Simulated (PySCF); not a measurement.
**InPb: bond curves at several levels of theory**

What are the lowest state that PBE0 finds, the bond length, vibrational wavenumber and bond energy of InPb, and how much do these hang on the method?

The runs use PySCF 2.14.0; In def2-SVP with ECP28, Pb def2-SVP with ECP60, scalar-relativistic core potentials.

## (1) The job

Settings of the job:

```
atoms                         : In, Pb
charge                        : 0
basis                         : In def2-SVP with ECP28, Pb def2-SVP with ECP60
Hamiltonian                   : scalar-relativistic core potentials
basis functions               : 52
electrons treated             : 43
masses in u                   : 114.9039, 207.9766
levels                        : PBE0, PBE, r²SCAN, PBEsol, MN15, B3LYP, HF, MP2, SCS-MP2, CCSD, CCSD(T)
grid                          : 80 radial by 434 angular points
occupations                   : held fixed by the projection of orbital angular momentum
dissociation limit            : In + Pb, each in its ground configuration
starting distance in angstrom : 2.785
values of 2S to try           : 1, 3
```

Command:

```bash
$ OMP_NUM_THREADS=1 python dia.py task.json out
```

Further steps of the session: PBE0 along the bond; Other states along the same grid; PBE; r²SCAN (meta-GGA); PBEsol (GGA); MN15; B3LYP; UHF; Adding correlation.

What does the calculation give? Wanted: for each run, Re; ωe; De; μ.

**Answer**, as computed:

Lowest PBE0 solution found, without spin–orbit coupling: ⁴Σ⁻ (quartet), unpaired electrons σ ↑, π ↑↑. State 2 has its PBE0 minimum 0.38 eV higher, as a spin-mixed determinant (⟨S²⟩ = 1.76), so this is no gap between pure states. State 3 has its PBE0 minimum 0.40 eV higher, as a spin-mixed determinant (⟨S²⟩ = 1.76), so this is no gap between pure states. State 4 has its PBE0 minimum 0.68 eV higher. The other levels ran on the lowest alone.

```csv
level,Re (Å),ωe (cm⁻¹),De (eV),μ (D)
UHF,2.991,116.0,1.12,-2.64
UHF-MP2,2.903,134.6,1.72,n/a
UHF-SCS-MP2,2.916,130.9,1.51,n/a
UHF-CCSD,2.936,128.6,1.61,n/a
UHF-CCSD(T),2.932,129.5,1.70,n/a
PBE,2.944,121.5,2.05,-0.97
PBEsol,2.898,128.4,2.24,-0.91
r²SCAN,2.906,128.0,2.05,-1.18
B3LYP,2.953,120.7,1.78,-1.23
PBE0,2.907,128.8,1.92,-1.27
MN15,2.888,134.1,2.03,-1.15
```

De is counted to In + Pb in their ground configurations. A positive dipole means In(−)Pb(+).

Differences from CCSD(T) in the same basis:

```csv
level,Re (mÅ),ωe (%)
UHF,+59,-10.4
UHF-MP2,-29,+3.9
UHF-SCS-MP2,-16,+1.1
UHF-CCSD,+4,-0.7
PBE,+12,-6.1
PBEsol,-34,-0.8
r²SCAN,-26,-1.1
B3LYP,+21,-6.7
PBE0,-25,-0.5
MN15,-44,+3.6
```

Against CCSD(T) in the same basis, the bond length is nearest at UHF-CCSD (+4 mÅ) and farthest at UHF (+59 mÅ); the wavenumber is nearest at PBE0 (-0.5 %) and farthest at UHF (-10.4 %). CCSD(T) in a basis this small is itself some way from its limit, more so than the functionals. Of the levels with a De here, UHF gives the least (1.12 eV) and PBEsol the most (2.24 eV).

Correlated steps freeze 8 core orbitals. Spin–orbit coupling is left out, which matters for elements this heavy, above all for dissociation energies. With spin–orbit coupling the term label itself may not hold.
